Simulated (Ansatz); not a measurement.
# B2PLYP/STO-3G run of SnSe (SMILES [Se][Sn])

What is the electronic atomisation energy of SnSe at B2PLYP/STO-3G? 

Program for the calculation: Ansatz 0.2.0.

## (1) Starting point

SnSe has 2 atoms, charge 0, and is taken as a singlet. SMILES: `[Se][Sn]`. The shape is that of a PBE0-D4/def2-TZVP optimisation.

Bond lengths: Se1–Sn2 2.325 Å.

## (2) The energy at B2PLYP/STO-3G

The input, run.yaml:

```yaml
crystal:
  periodic: [false, false, false]
  atoms:
    - {symbol: Se, position_ang: [0.000000, -0.000000, 0.006530]}
    - {symbol: Sn, position_ang: [-0.000000, 0.000000, 2.331810]}
basis:
  gaussian: {orbitals: STO-3G}
accuracy: high
correlation: {frozen_orbitals: {Se: 9, Sn: 18}}
hamiltonian: {xc: {name: B2PLYP}}
total_charge: 0
```

The run is started by

```
$ ansatz run run.yaml --threads 1 --pin off --max-ram 3480MiB --events-out events.jsonl --progress --plain --runs-dir runs
```

Output:

```text
Warning: RAYON_NUM_THREADS=1 ignored (pool sized by the plan → 1); use --threads N
Functional definition: B2PLYP
  name "B2PLYP"
  parameter a = 0.53
  parameter c = 0.27
  exchange = (1 - a)*b88_x + a*exact_x
  correlation = (1 - c)*lyp_c + c*(mp2_os + mp2_ss)
711 factors; integrals over basis functions are off by at most 1.8e-8 eV
mean field evaluation 1: about -226923.5769 eV, gradient 2.0e1 eV
mean field evaluation 2: about -226923.5940 eV, gradient 2.0e1 eV
mean field evaluation 4: about -226926.7031 eV, gradient 4.7e0 eV
mean field evaluation 8: about -226926.8124 eV, gradient 3.4e-3 eV
mean field evaluation 16: about -226926.8124 eV, gradient 1.2e-8 eV
mean field -226926.81244540 eV, -8339.4065408505 hartree, gradient 1.2e-8 eV, S^2 0.000000; 0 other end points of the search recorded, 0 dependent functions left out
27 core orbitals not correlated: weight in the atoms' cores, before any rotation towards them, 1.000 or more for the frozen orbitals, at most 0.000 for the correlated occupied ones
reference -226926.81246235 eV, -8339.4065414735 hartree; 15, 15 occupied and 3, 3 virtual orbitals, 711 factors
second order -2.89106792 eV of doubles, -0.00000000 eV of singles
Total energy: -226927.59305069 eV, -8339.4352275659 hartree
```

Wall time 3.6 s (1 thread of Arm Neoverse V1, shared host); peak memory 0.14 GiB.

## (3) The Se atom, same level

The input, run.yaml:

```yaml
crystal:
  periodic: [false, false, false]
  atoms:
    - symbol: Se
      position_ang: [0.000000, 0.000000, 0.000000]
basis:
  gaussian:
    orbitals: STO-3G
magnetization:
  spin_polarized: true
  initial_magnetization: 2
hamiltonian:
  xc: {name: B2PLYP}
correlation:
  frozen_orbitals: {Se: 9}
accuracy: high
```

Run the same way, it converges to -2374.48525 Eh (log not shown).

## (4) The Sn atom

The input, run.yaml:

```yaml
crystal:
  periodic: [false, false, false]
  atoms:
    - {symbol: Sn, position_ang: [0.000000, 0.000000, 0.000000]}
basis:
  gaussian:
    orbitals: STO-3G
magnetization:
  spin_polarized: true
  initial_magnetization: 2
hamiltonian:
  xc: {name: B2PLYP}
correlation:
  frozen_orbitals: {Sn: 18}
accuracy: high
```

Run the same way, it converges to -5964.72282 Eh (log not shown).

## (5) Summary of results

At B2PLYP/STO-3G, 27 core orbitals frozen:

| quantity | value |
| --- | --- |
| molecule: total energy | -8339.43523 Eh |
| Se atom: total energy | -2374.48525 Eh |
| Se atom: ⟨S²⟩ | 2.000 |
| Sn atom: total energy | -5964.72282 Eh |
| Sn atom: ⟨S²⟩ | 2.000 |
| electronic atomisation energy | 6.181 eV |

In words: Taking the molecule apart into free atoms costs 6.18 eV (143 kcal/mol), before zero-point energy and without spin-orbit coupling. In a minimal basis such a difference can be off by several eV, whatever the method. Relativity is left out (molecule) although the molecule holds a heavy atom. Relativity is left out (Sn atom) although the molecule holds a heavy atom.
